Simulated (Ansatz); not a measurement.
**Molybdenum, diamond under LDA: from relaxation to bulk modulus**

Aim: take molybdenum in the diamond structure, relax it, solve it on a dense k-mesh, switch on spin-orbit coupling, then scale the cell to 7 volumes from 88 to 112 % of the relaxed one and try a fit of the equation of state. The k-meshes are 10×10×10 for the relaxation; 16×16×16 for the dense run; 10×10×10 for spin-orbit coupling; 11×11×11 for the volumes.

This is Mo in the diamond structure; at room conditions it is bcc.

Computed with Ansatz 0.2.0 (DFT LDA (PW92), plane waves (420 eV) with PAW, scalar-relativistic; PBE-made PAW files, unless a step says otherwise).

### Step 1. Starting point

Symmetry: Fd-3m, No. 227, cubic system. Conventional cell: a = 5.522 Å, b = 5.522 Å, c = 5.522 Å, α = 90.00°, β = 90.00°, γ = 90.00°. Around Mo (site symmetry -43m) lie 4 Mo at 2.39 Å.

Coordinates:

```xyz
2
Lattice="0.0000 2.7608 2.7608 2.7608 0.0000 2.7608 2.7608 2.7608 0.0000" Properties=species:S:1:pos:R:3 pbc="T T T"
Mo    0.6902    0.6902    0.6902
Mo    4.8314    4.8314    4.8314
```

### Step 2. Relaxation of the cell

File input.yaml:

```yaml
crystal:
  lattice:
    - [0.0, 2.7608283082, 2.7608283082]
    - [2.7608283082, 0.0, 2.7608283082]
    - [2.7608283082, 2.7608283082, 0.0]
  atoms:
    - { symbol: Mo, position: [0.125, 0.125, 0.125] }
    - { symbol: Mo, position: [0.875, 0.875, 0.875] }
hamiltonian:
  xc: lda
  pseudopotentials:
    kind: paw
    azcp:
      Mo: "pseudopotentials/Mo.paw.azcp"
basis:
  ecutwfc: 420
  fft_grid_basis: typed
kpoints:
  mp_grid: { grid: [10, 10, 10], shift: [0, 0, 0] }
magnetization:
  spin_polarized: false
scf:
  occupations: { method: fermi_dirac, width: 0.1 }
relax:
  max_steps: 60
  f_tol: 0.01
  cell: {}
```

On the command line:

```bash
> ansatz run input.yaml --threads 2 --pin off --max-ram 5120MiB --backend cpu --events-out ev --progress --plain --runs-dir out
```

The runs that follow: Single point on a dense mesh; Spin-orbit coupling switched on; The cell scaled to 88 % of its volume; The cell scaled to 92 % of its volume; The cell scaled to 96 % of its volume; The cell scaled to 100 % of its volume; The cell scaled to 104 % of its volume; The cell scaled to 108 % of its volume; The cell scaled to 112 % of its volume.

Q: Predict the outcome of this session. Wanted: space group; conventional cell; volume; shortest distance; gap on the mesh; relative to bcc; V₀, B₀, B₀′.

The runs gave:

```
                      quantity                         value
space group (spins left aside)               Fd-3m (No. 227)
             conventional cell                   a = 5.570 Å
                        volume                21.598 Å³/atom
             shortest distance                       2.412 Å
               gap on the mesh  none (levels filled in part)
               relative to bcc                +2369 meV/atom
                   V₀, B₀, B₀′  21.560 Å³/atom, 125 GPa, 4.2
```

**Reading.** The relaxation enlarged the cell by 2.6 % in volume. Against the reference form of molybdenum (bcc, computed apart with the same settings) it stands 2369 meV/atom higher, so it is far from stable. Levels at the Fermi energy are filled in part, as in a metal. The total energy of the spin-orbit run lies -1.1 eV/atom from the scalar one, but the two kinds of run don't share a zero of energy: only differences within one kind count. B₀ comes out at 125 GPa. The symmetry was held, so the structure may be unstable against distortions that break it.
